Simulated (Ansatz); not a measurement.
# F₂H₄N₂Si₂: basis-set convergence

An exercise on one series of results from a longer session: the logs are not shown, and one member is left open.

The runs use Ansatz 0.2.0, Gaussian basis; one geometry, several basis sets.

The runs, in order: PBE0-D4/def2-SVP; ωB97M-V/def2-SVP; PBE0-D4/def2-QZVPP; ωB97M-V/def2-QZVPP; the functionals' def2-TZVPP values are taken from earlier runs.

## The geometry

The geometry comes from an earlier relaxation with PBE0-D4 in a triple-zeta def2 set; it is a stationary point, not always the lowest conformer.

SMILES `F[Si@H]1N[Si@@H](F)N1`, 10 atoms, charge 0, spin multiplicity 1.

Atoms are counted from 1 here; the program's logs count them from 0.

Bond lengths: F1–Si2 1.592 Å, Si2–N3 1.717 Å, Si2–N6 1.718 Å, Si2–H7 1.475 Å, N3–Si4 1.717 Å, N3–H8 1.001 Å, Si4–F5 1.592 Å, Si4–N6 1.718 Å, Si4–H9 1.475 Å, N6–H10 1.001 Å. Angles: F1–Si2–N3 115.4°, F1–Si2–N6 115.5°, F1–Si2–H7 104.1°, N3–Si2–N6 87.3°, N3–Si2–H7 117.4°, N6–Si2–H7 117.4°, Si2–N3–Si4 92.7°, Si2–N3–H8 133.6°, Si4–N3–H8 133.6°, N3–Si4–F5 115.4°, N3–Si4–N6 87.3°, N3–Si4–H9 117.4°, F5–Si4–N6 115.5°, F5–Si4–H9 104.1°, N6–Si4–H9 117.4°, Si2–N6–Si4 92.7°, Si2–N6–H10 133.6°, Si4–N6–H10 133.6°.

Set-up of the first run:

Contents of in.yaml:

```yaml
crystal:
  periodic: [false, false, false]
  atoms:
    - {symbol: F, position_ang: [0.469797, -1.147622, -2.207203]}
    - {symbol: Si, position_ang: [0.759521, -0.675507, -0.715075]}
    - {symbol: N, position_ang: [-0.493236, -0.994707, 0.415578]}
    - {symbol: Si, position_ang: [-0.724241, 0.673430, 0.752652]}
    - {symbol: F, position_ang: [-2.165807, 1.248536, 0.399922]}
    - {symbol: N, position_ang: [0.503036, 0.994315, -0.405307]}
    - {symbol: H, position_ang: [2.097105, -1.222064, -0.419068]}
    - {symbol: H, position_ang: [-0.907524, -1.834655, 0.768935]}
    - {symbol: H, position_ang: [-0.485848, 1.126257, 2.135979]}
    - {symbol: H, position_ang: [0.947187, 1.832008, -0.726412]}
basis:
  gaussian: {orbitals: def2-SVP}
hamiltonian: {xc: pbe0, dispersion: d4}
output: {orbitals: {seedname: orbitals}}
```

Launch:

```
$ ansatz run in.yaml --threads 4 --pin off --events-out ev --progress --plain --max-ram 10444MiB
```

Steps of the session up to this table: PBE0-D4 in def2-SVP; ωB97M-V in def2-SVP; PBE0-D4 in def2-QZVPP; ωB97M-V in def2-QZVPP.

One table of the session follows, with a row left open; its other results are not shown here.

It belongs to the step «Density functionals: the series». 

```
functional       basis  HOMO (eV)  LUMO (eV)
   PBE0-D4    def2-SVP      -7.58       0.93
   PBE0-D4  def2-TZVPP          ?          ?
   PBE0-D4  def2-QZVPP      -7.83       0.10
   ωB97M-V    def2-SVP      -9.92       2.79
   ωB97M-V  def2-TZVPP     -10.14       1.86
   ωB97M-V  def2-QZVPP     -10.19       1.38
```

**Question.** Estimate the row for PBE0-D4, def2-TZVPP.

**Answer.** HOMO (eV): -7.78; LUMO (eV): 0.33. In the column «HOMO (eV)» it lies between PBE0-D4, def2-QZVPP (-7.83) and PBE0-D4, def2-SVP (-7.58).
